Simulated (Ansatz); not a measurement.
# ScTl: the cost of one run

Computed with Ansatz 0.2.0 (DFT PBE, scalar-relativistic, plane waves, PAW, unless a step's input says otherwise).

### Step 1. The system as given

The structure is cubic, space group Fd-3m (No. 227). Conventional cell: a = 7.367 Å, b = 7.367 Å, c = 7.367 Å, α = 90.00°, β = 90.00°, γ = 90.00°. Around Sc (site symmetry -43m) lie 4 Sc at 3.19 Å and 4 Tl at 3.19 Å. Tl (site symmetry -43m) is surrounded by 4 Sc at 3.19 Å and 4 Tl at 3.19 Å.

As a file:

```
CELL_PARAMETERS angstrom
0.00000 3.68344 3.68344
3.68344 0.00000 3.68344
3.68344 3.68344 0.00000
ATOMIC_POSITIONS crystal
Sc 0.50000 0.50000 0.50000
Sc 0.75000 0.75000 0.75000
Tl 0.00000 0.00000 0.00000
Tl 0.25000 0.25000 0.25000
```

The cell is invented: species swapped into a database cell of LiGa (Fd-3m, No. 227), with Sc on the Li sites and Tl on the Ga sites. The dimensions are guesses.

### Step 2. Probe: one point on a coarse mesh

input.yaml

```yaml
crystal:
  lattice:
    - [0.0, 3.68343723, 3.68343723]
    - [3.68343723, 0.0, 3.68343723]
    - [3.68343723, 3.68343723, 0.0]
  atoms:
    - { symbol: Sc, position: [0.5, 0.5, 0.5] }
    - { symbol: Sc, position: [0.75, 0.75, 0.75] }
    - { symbol: Tl, position: [0.0, 0.0, 0.0] }
    - { symbol: Tl, position: [0.25, 0.25, 0.25] }
basis:
  ecutwfc: 420
kpoints:
  mp_grid: { grid: [4, 4, 4] }
hamiltonian:
  xc: pbe
scf:
  occupations: { method: gaussian, width: 0.1 }
  lower_state_search: "off"
output:
  forces: true
  stress: true
  eigenvalues: true
```

Command:

```bash
$ ansatz run input.yaml --threads 1 --pin off --max-ram 2560MiB --backend cpu --events-out ev --progress --plain --runs-dir out
```

**Question.** How long does this run take on 1 thread of Intel Xeon Platinum 8375C at 2.90GHz (Ice Lake), shared host, and how much memory does it need?

About 1.4 s, with a peak of 0.39 GiB.
